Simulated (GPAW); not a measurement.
Wanted: an ASE script for a GPAW 26.7.0 run.

```yaml
Task: dielectric tensor
Functional: PBE
Potentials_or_basis: GPAW PAW data sets (gpaw-data 1.2.1)
Cutoff: 450 eV
Basis: pw
k_mesh: 5 × 5 × 1
Occupations: fermi-dirac, width 0.001 eV
Spin: no spin polarisation
Response_ecut: 80 eV
Maxiter: 150
Response_k_mesh: 2 × 2 × 2
Response_bands: 149
Kernels: "[\"RPA\"]"
Coarser_k_mesh: 2 × 2 × 2
```

Crystal: GeSb4Te7.

```
CELL_PARAMETERS angstrom
4.28930 0.00000 0.00000
-2.14465 3.71464 0.00000
0.00000 0.00000 24.63778
ATOMIC_POSITIONS crystal
Te 0.00000 0.00000 0.28102
Te 0.00000 0.00000 0.00000
Te 0.33333 0.66667 0.56861
Te 0.66667 0.33333 0.43139
Te 0.00000 0.00000 0.71898
Te 0.66667 0.33333 0.15027
Te 0.33333 0.66667 0.84973
Sb 0.66667 0.33333 0.65025
Sb 0.33333 0.66667 0.08110
Sb 0.33333 0.66667 0.34975
Sb 0.66667 0.33333 0.91890
Ge 0.00000 0.00000 0.50000
```

The cell is a database's computed one.

One way to write it, as run:

run.py

```python
import numpy as np
from ase import Atoms
from ase.dft.bandgap import bandgap
from ase.io import write
from gpaw import GPAW, PW
from gpaw.response.df import DielectricFunction

atoms = Atoms(['Te', 'Te', 'Te', 'Te', 'Te', 'Te', 'Te', 'Sb', 'Sb', 'Sb', 'Sb', 'Ge'],
              cell=[[4.2893002584, 0.0, 0.0],
                    [-2.1446501292, 3.7146429882, 0.0],
                    [0.0, 0.0, 24.63777845]],
              scaled_positions=[[0.0, 0.0, 0.28102171],
                                [0.0, 0.0, 0.0],
                                [0.3333333333, 0.6666666667, 0.5686057],
                                [0.6666666667, 0.3333333333, 0.4313943],
                                [0.0, 0.0, 0.71897829],
                                [0.6666666667, 0.3333333333, 0.15026813],
                                [0.3333333333, 0.6666666667, 0.84973187],
                                [0.6666666667, 0.3333333333, 0.6502485],
                                [0.3333333333, 0.6666666667, 0.08110138],
                                [0.3333333333, 0.6666666667, 0.3497515],
                                [0.6666666667, 0.3333333333, 0.91889862],
                                [0.0, 0.0, 0.5]],
              pbc=True)

calc = GPAW(mode=PW(450),
            xc='PBE',
            kpts={'size': (5, 5, 1), 'gamma': True},
            occupations={'name': 'fermi-dirac', 'width': 0.001},
            nbands=83,
            convergence={'density': 1e-06},
            maxiter=150,
            txt='gpaw.txt')
atoms.calc = calc
energy = atoms.get_potential_energy()
calc.write('gs.gpw')
write('result.traj', atoms)
print(f'Energy: {energy:.6f} eV')
print('Fermi level:', round(calc.get_fermi_level(), 4), 'eV')
print(f'Gap: {bandgap(calc)[0]:.4f} eV, direct: {bandgap(calc, direct=True)[0]:.4f} eV')

for size in [(2, 2, 2)]:
    name = 'x'.join(str(n) for n in size)
    dense = calc.fixed_density(kpts={'size': size, 'gamma': True},
                               nbands=155, convergence={'bands': 149, 'eigenstates': 1e-7},
                               update_fermi_level=True, txt=f'dense-{name}.txt')
    dense.write(f'{name}.gpw', mode='all')
    df = DielectricFunction(f'{name}.gpw', frequencies=np.array([0.0]), hilbert=False, eta=0.001,
                            ecut=80, nbands=149, intraband=False, txt=f'df-{name}.txt')
    for xc in ['RPA']:
        for direction in ['x', 'y', 'z', [0, 1, 1], [1, 0, 1], [1, 1, 0]]:
            e0, e = df.get_macroscopic_dielectric_constant(xc=xc, direction=direction)
            print(f'{name} {xc} {direction}: {e0:.4f} without, {e:.4f} with local fields')
```

Potentials or basis: GPAW PAW data sets (gpaw-data 1.2.1), pw.

The run is started by

```sh
$ OMP_NUM_THREADS=1 python run.py
```

Results of the run:

```
Band gap on the k mesh                  : 0.59 eV, direct
Electronic dielectric tensor (diagonal) : 65.63, 65.63, 35.40
```

Caveat: the k mesh is coarse (spacing up to 0.85 Å⁻¹), so the values aren't converged; the gap is small at this level, which inflates the dielectric constant; the long-wavelength limit can be off by a per cent or two; spin-orbit coupling is left out, which moves the levels of the heavy elements.

Run time: 11 min on 1 thread of Arm Neoverse V2, on a shared host, peak memory 1.1 GiB.
